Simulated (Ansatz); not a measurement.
Runs of Ansatz 0.2.0 on Li2RuN2. It takes space group P-3m1 (No. 164, trigonal). Conventional cell: a = 3.164 Å, b = 3.164 Å, c = 5.211 Å, α = 90.00°, β = 90.00°, γ = 120.00°. Ru (site symmetry -3m) has 6 N at 2.14 Å as nearest neighbours. N (site symmetry 3m) is surrounded by 4 Li at 1.98 to 2.22 Å and 3 Ru at 2.14 Å. Li (site symmetry 3m) has 4 N at 1.98 to 2.22 Å as nearest neighbours. The cell comes from a database or a generator and needn't be the stable form of this composition.

```csv
level,cutoff (eV),gap on the mesh (eV),pressure (GPa),relaxed volume (Å³/atom)
LDA,420,none,0.0,(a)
revPBE,420,none,0.0,9.16
PBEsol,420,none,0.0,8.67
r2SCAN,500,none,0.0,(b)
RPBE,420,none,0.0,9.22
```

Alike in all rows: task relaxation of cell and atoms; potentials or basis Ansatz PAW; no spin polarisation; cell relaxed; k mesh 10 × 10 × 5; smearing fermi-dirac 0.05 eV.

Q: Estimate the missing entries.

A: (a) 8.37; (b) 8.74.

Caveats: the plane-wave basis is chosen anew once the cell has moved, so the energies of steps on either side of that aren't comparable; the PAW data sets come from PBE, with cores solved anew for the run's functional, which leaves a small shift of forces and pressure.

A k mesh can miss the band edges, and the runs leave out spin-orbit coupling on Ru.

A gap of «none» marks a metal or a gap under the smearing width.
